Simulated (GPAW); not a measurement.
# CoW3 (Pm-3m) in GPAW: settings compared

Aim: see how the results for CoW3 move with the level of theory and the settings. Levels: PBEsol, LDA. Tasks: single point, equation of state.

Everything below comes from runs of GPAW 26.7.0. Logs are shortened: lines on timing, memory, paths and dates and some standing lists are left out, and cuts for length are marked. The log counts tension as positive stress, the text compression.

### Step 1. The crystal as given

Symmetry: Pm-3m, No. 221, cubic system. Conventional cell: a = 3.907 Å, b = 3.907 Å, c = 3.907 Å, α = 90.00°, β = 90.00°, γ = 90.00°. W (site symmetry 4/mmm) has 8 W at 2.76 Å and 4 Co at 2.76 Å as nearest neighbours. Around Co (site symmetry m-3m) lie 12 W at 2.76 Å.

The cell comes from a database or a generator and needn't be the stable form of this composition.

### Step 2. Single point, PBEsol, collinear spin, ferromagnetic start, 14.91 Å³/atom

The input, run.py:

```python
from ase import Atoms
from ase.dft.bandgap import bandgap
from ase.io import write
from ase.units import GPa
from gpaw import GPAW, PW, setup_paths

setup_paths.insert(0, '.')

atoms = Atoms(['W', 'W', 'W', 'Co'],
              cell=[[3.75105696, 0.0, 0.0],
                    [0.0, 3.75105696, 0.0],
                    [0.0, 0.0, 4.2397471788]],
              scaled_positions=[[0.5, 0.5, 0.0],
                                [0.5, 0.0, 0.5],
                                [0.0, 0.5, 0.5],
                                [0.0, 0.0, 0.0]],
              pbc=True)
atoms.set_initial_magnetic_moments([0.0, 0.0, 0.0, 2.0])

calc = GPAW(mode=PW(600),
            xc='PBEsol',
            kpts={'size': (6, 6, 6), 'gamma': True},
            occupations={'name': 'fermi-dirac', 'width': 0.05},
            nbands=46,
            convergence={'density': 1e-05, 'energy': 1e-05},
            maxiter=150,
            txt='gpaw.txt')
atoms.calc = calc
energy = atoms.get_potential_energy()
forces = atoms.get_forces()
stress = atoms.get_stress()
calc.write('gs.gpw')
write('result.traj', atoms)
print(f'Energy: {energy:.6f} eV')
print('Forces (eV/A):')
print(forces.round(4))
print('Stress (GPa):', (stress / GPa).round(3))
print('Moments:', calc.get_magnetic_moments().round(3))
print('Fermi level:', round(calc.get_fermi_level(), 4), 'eV')
print(f'Gap: {bandgap(calc)[0]:.4f} eV, direct: {bandgap(calc, direct=True)[0]:.4f} eV')
```

Potentials or basis: PAW data sets generated in the run's folder for this functional, pw.

The run is started by

```
> gpaw-setup -f PBEsol Co W
> OMP_NUM_THREADS=1 python run.py
```

gpaw.txt:

```text
__  _  _
 | _ |_)|_||  |
 |__||  | ||/\| - 26.7.0

Input parameters:
  mode=PW(ecut=600.0),
  convergence={'density': 1e-05, 'energy': 1e-05},
  kpts=MonkhorstPack(size=(6, 6, 6), gamma=True),
  maxiter=150,
  nbands=46,
  occupations=Occupations(name='fermi-dirac', width=0.05),
  xc=XC(name='PBEsol')

Diagonalizing LCAO Hamiltonian
Converting LCAO to pw mode
   .--------.
  /|        |
 * |        |
 |W|        |
 | | W      |
 | .--------.
 |/    W   /
 Co-------*

Atoms  # Å, Bohr magnetons
|   | symbol |        x |        y |        z |    initial magnetic moments |
|---|--------|----------|----------|----------|-----------------------------|
| 0 |      W | 1.875528 | 1.875528 | 0.000000 | ( 0.0000,  0.0000,  0.0000) |
| 1 |      W | 1.875528 | 0.000000 | 2.119874 | ( 0.0000,  0.0000,  0.0000) |
| 2 |      W | 0.000000 | 1.875528 | 2.119874 | ( 0.0000,  0.0000,  0.0000) |
| 3 |     Co | 0.000000 | 0.000000 | 0.000000 | ( 0.0000,  0.0000,  2.0000) |

Unit cell  # Å
| periodic |        x |        y |        z |  lengths |    angles |
|----------|----------|----------|----------|----------|-----------|
|      yes | 3.751057 | 0.000000 | 0.000000 | 3.751057 | 90.000000 |
|      yes | 0.000000 | 3.751057 | 0.000000 | 3.751057 | 90.000000 |
|      yes | 0.000000 | 0.000000 | 4.239747 | 4.239747 | 90.000000 |

Number of symmetries: 16
Symmetry operations  # r_c * U_cc + t_c -> r_c
|    | kind |            matrix            |
|----|------|------------------------------|
|  0 |  E   |  1, 0, 0,  0, 1, 0,  0, 0, 1 |
|  1 |  σ   |  1, 0, 0,  0, 1, 0,  0, 0,-1 |
|  2 |  σ   |  1, 0, 0,  0,-1, 0,  0, 0, 1 |
|  3 |  C2  |  1, 0, 0,  0,-1, 0,  0, 0,-1 |
|  4 |  σ   |  0, 1, 0,  1, 0, 0,  0, 0, 1 |
|  5 |  C2  |  0, 1, 0,  1, 0, 0,  0, 0,-1 |
|  6 |  C4  |  0, 1, 0, -1, 0, 0,  0, 0, 1 |
|  7 |  S4  |  0, 1, 0, -1, 0, 0,  0, 0,-1 |
|  8 |  C4  |  0,-1, 0,  1, 0, 0,  0, 0, 1 |
|  9 |  S4  |  0,-1, 0,  1, 0, 0,  0, 0,-1 |
| 10 |  σ   |  0,-1, 0, -1, 0, 0,  0, 0, 1 |
| 11 |  C2  |  0,-1, 0, -1, 0, 0,  0, 0,-1 |
| 12 |  σ   | -1, 0, 0,  0, 1, 0,  0, 0, 1 |
| 13 |  C2  | -1, 0, 0,  0, 1, 0,  0, 0,-1 |
| 14 |  C2  | -1, 0, 0,  0,-1, 0,  0, 0, 1 |
| 15 |  i   | -1, 0, 0,  0,-1, 0,  0, 0,-1 |

BZ-sampling:
  Number of BZ points: 216
  Number of IBZ points: 40

  Monkhorst-Pack size: [6, 6, 6]
  Monkhorst-Pack shift: [0.08333333333333333, 0.08333333333333333, 0.08333333333333333]

K-points  # in reciprocal-cell coordinates
|     |                                coordinates |     weight |
|-----|--------------------------------------------|------------|
|   0 | (  0.00000000,   0.00000000,   0.00000000) | 0.00462963 |
|   1 | (  0.00000000,   0.00000000,   0.16666667) | 0.00925926 |
|   2 | (  0.00000000,   0.00000000,   0.33333333) | 0.00925926 |
|   3 | (  0.00000000,   0.00000000,   0.50000000) | 0.00462963 |
|   4 | (  0.16666667,   0.00000000,   0.00000000) | 0.01851852 |
|   5 | (  0.16666667,   0.00000000,   0.16666667) | 0.03703704 |
|   6 | (  0.16666667,   0.00000000,   0.33333333) | 0.03703704 |
|   7 | (  0.16666667,   0.00000000,   0.50000000) | 0.01851852 |
|   8 | (  0.16666667,   0.16666667,   0.00000000) | 0.01851852 |
|   9 | (  0.16666667,   0.16666667,   0.16666667) | 0.03703704 |
| ... |                                            |            |
|  39 | (  0.50000000,   0.50000000,   0.50000000) | 0.00462963 |

Plane wave coefficients: 2015
Cutoff: 600.0 eV

Spin-components: 2 (collinear spins)
Bands:           46
Projectors:      24
Spin-degeneracy: 1
Datatype:        complex128

Parallelization:
  kpt:    1
  domain: 1
  band:   1

Density:
  Valence electrons: 51.0
  Components: 2
  Grid points: [24 24 24]
  Charge: 0.0  # |e|

Potential:
  Grid points: [24 24 24]

species:
  W:
    name:    Tungsten
    Z:       74.0
    valence: 14
    core:    60
    charge:  0.0  # [|e|]
    compensation charges:
      type: gauss
      rc: 0.40  # [Å]
      lmax: 2
    cutoffs:
      filter: 2.36  # [Å]
      core: 3.02  # [Å]
    projectors
    | kind |    occ | energy [eV] | rcut [Å] |
    |------|--------|-------------|----------|
    |   5s |  2.000 |     -78.864 |    1.344 |
    |   6s |  2.000 |      -5.730 |    1.344 |
    |   5p |  6.000 |     -43.252 |    1.355 |
    |   6p |  0.000 |      -1.338 |    1.355 |
    |   5d |  4.000 |      -4.526 |    1.228 |
    |    d |        |      22.686 |    1.228 |

    Using partial waves for W as LCAO basis

  Co:
    name:    Cobalt
    Z:       27.0
    valence: 9
    core:    18
    charge:  0.0  # [|e|]
    compensation charges:
      type: gauss
      rc: 0.32  # [Å]
      lmax: 2
    cutoffs:
      filter: 1.87  # [Å]
      core: 2.55  # [Å]
    projectors
    | kind |    occ | energy [eV] | rcut [Å] |
    |------|--------|-------------|----------|
    |   4s |  2.000 |      -5.488 |    1.005 |
    |   4p |  0.000 |      -1.248 |    1.058 |
    |   3d |  7.000 |      -8.230 |    1.005 |
    |    s |        |      21.723 |    1.005 |
    |    p |        |      25.963 |    1.058 |
    |    d |        |      18.981 |    1.005 |

    Using partial waves for Co as LCAO basis

Reference energy: -1353797.174013  # eV

eigensolver:
[... 26 lines left out ...]
convergence criteria:
- Maximum integral of absolute [dens]ity change: 1e-05 electrons / valence electron
- Maximum [total energy] change in last 3 cyles: 1e-05 eV / valence electron
- Maximum integral of absolute [eigenst]ate change: 4e-08 eV^2 / valence electron
maximum number of iterations: 150

SCF iterations
|iter     | |      energy | eigst |  dens |  magmom |
|---------|-|-------------|-------|-------|---------|
|iter:   1| |  -46.194069 | +0.14 |       |  +2.0024|
|iter:   2| |  -45.671327 | -2.08 | -1.00 |  +1.9434|
|iter:   3| |  -45.425399 | -2.98 | -1.14 |  +1.8862|
|iter:   4| |  -45.060608 | -2.29 | -1.21 |  +1.7361|
|iter:   5| |  -44.992100 | -2.40 | -1.43 |  +1.5613|
|iter:   6| |  -45.015348 | -3.56 | -1.71 |  +1.4639|
|iter:   7| |  -45.040938 | -3.47 | -1.83 |  +1.2473|
|iter:   8| |  -45.051710 | -3.88 | -2.23 |  +1.0715|
|iter:   9| |  -45.055872 | -4.11 | -2.23 |  +0.9445|
|iter:  10| |  -45.058870 | -4.06 | -2.57 |  +0.7924|
|iter:  11| |  -45.059186 | -4.56 | -2.77 |  +0.7140|
|iter:  12| |  -45.059067c| -4.85 | -3.03 |  +0.6403|
|iter:  13| |  -45.058862c| -5.16 | -3.31 |  +0.5827|
|iter:  14| |  -45.058751c| -5.96 | -3.70 |  +0.5548|
|iter:  15| |  -45.058701c| -6.87 | -4.14 |  +0.5442|
|iter:  16| |  -45.058689c| -7.99c| -4.72 |  +0.5417|
|iter:  17| |  -45.058679c| -8.17c| -5.01c|  +0.5397|

Converged in 17 steps
Energy contributions relative to reference atoms: (reference = -1353797.174013)

Energy contributions:
  Kinetic:          10.167048
  Coulomb:         -14.969182
  Zero:             -0.147543
  External:          0.000000
  Xc:              -40.087252
  Entropy:          -0.043500
  Spinorbit:         0.000000
  ----------------------------
  Free energy:     -45.080429
  Extrapolated:    -45.058679

dipole moment: (-24.192395, -24.192395, -27.352438)  # |e|*Ang

Total magnetic moment: (0.000000, 0.000000, 0.539746)

Local magnetic moments
|        x |        y |        z |
|----------|----------|----------|
| 0.000000 | 0.000000 | 0.036302 |  # W    0
| 0.000000 | 0.000000 | 0.021728 |  # W    1
| 0.000000 | 0.000000 | 0.021728 |  # W    2
| 0.000000 | 0.000000 | 0.431537 |  # Co   3

Fermi level: 13.014
Eigenvalues  # (at kpt = [0.000, 0.000, 0.000])
| band index |      eig [eV] | occ [0-1] |      eig [eV] | occ [0-1] |
|------------|---------------|-----------|---------------|-----------|
|          0 |       -60.666 |     1.000 |       -60.648 |     1.000 |
|        ... |               |           |               |           |
|         15 |         8.141 |     1.000 |         8.247 |     1.000 |
|         16 |         8.583 |     1.000 |         8.666 |     1.000 |
|         17 |         8.583 |     1.000 |         8.666 |     1.000 |
|         18 |         8.637 |     1.000 |         8.685 |     1.000 |
|         19 |        11.012 |     1.000 |        11.188 |     1.000 |
|         20 |        12.126 |     1.000 |        12.419 |     1.000 |
|         21 |        12.126 |     1.000 |        12.419 |     1.000 |
|         22 |        12.597 |     1.000 |        12.954 |     0.769 |
|         23 |        13.463 |     0.000 |        13.850 |     0.000 |
|         24 |        14.370 |     0.000 |        14.396 |     0.000 |
|         25 |        15.566 |     0.000 |        15.672 |     0.000 |
|         26 |        15.566 |     0.000 |        15.672 |     0.000 |
|         27 |        15.898 |     0.000 |        15.977 |     0.000 |
|         28 |        15.971 |     0.000 |        16.117 |     0.000 |
|         29 |        16.694 |     0.000 |        16.717 |     0.000 |
|         30 |        16.694 |     0.000 |        16.717 |     0.000 |
|        ... |               |           |               |           |
|         45 |        34.431 |     0.000 |        30.754 |     0.000 |

No gap
No difference between direct/indirect transitions

Forces  # eV/Ang
|        x |        y |       z |
|----------|----------|---------|
|  0.00000 |  0.00000 | 0.00000 |  # W    0
| -0.00000 |  0.00000 | 0.00000 |  # W    1
|  0.00000 | -0.00000 | 0.00000 |  # W    2
| -0.00000 |  0.00000 | 0.00000 |  # Co   3

Stress tensor  # eV/Ang^3
|        x |        y |        z |
|----------|----------|----------|
| 0.043584 | 0.000000 | 0.000000 |
| 0.000000 | 0.043584 | 0.000000 |
| 0.000000 | 0.000000 | 0.093766 |

# Writing to gs.gpw (mode='')
```

It took 3.8 min on 1 thread of Arm Neoverse V2, shared host; peak memory 0.3 GiB.

Results:

```yaml
Free_energy: -45.0804 eV
Pressure: -9.7 GPa
Band_gap_on_the_k_mesh: none (metal or under the smearing width)
Net_moment: 0.54 μB per cell
Site_moments: W +0.04, +0.02; Co +0.43 μB
```

Caveat: the density grid can change from cell to cell, which puts small steps into energies and stress.

### Step 3. Single point, PBEsol, collinear spin, ferromagnetic start, 14.91 Å³/atom

Changes to run.py since step 2:

```diff
@@ -9,5 +9,5 @@
 atoms = Atoms(['W', 'W', 'W', 'Co'],
-              cell=[[3.75105696, 0.0, 0.0],
-                    [0.0, 3.75105696, 0.0],
-                    [0.0, 0.0, 4.2397471788]],
+              cell=[[3.82920398, 0.0, 0.0],
+                    [0.0, 3.82920398, 0.0],
+                    [0.0, 0.0, 4.0684620991]],
               scaled_positions=[[0.5, 0.5, 0.0],
```

Potentials or basis: PAW data sets generated in the run's folder for this functional, pw.

The run is started by

```
> gpaw-setup -f PBEsol Co W
> OMP_NUM_THREADS=1 python run.py
```

Run time: 3.6 min. Hardware: 1 thread of Arm Neoverse V2, shared host; peak memory 0.3 GiB.

The run converged. Its results:

| Property | Result |
| --- | --- |
| Free energy | -45.1624 eV |
| Pressure | -10.4 GPa |
| Band gap on the k mesh | none (metal or under the smearing width) |
| Net moment | 0.50 μB per cell |
| Site moments | W +0.02; Co +0.42 μB |

Caveat: the density grid can change from cell to cell, which puts small steps into energies and stress.

[end of part 1 of 2]
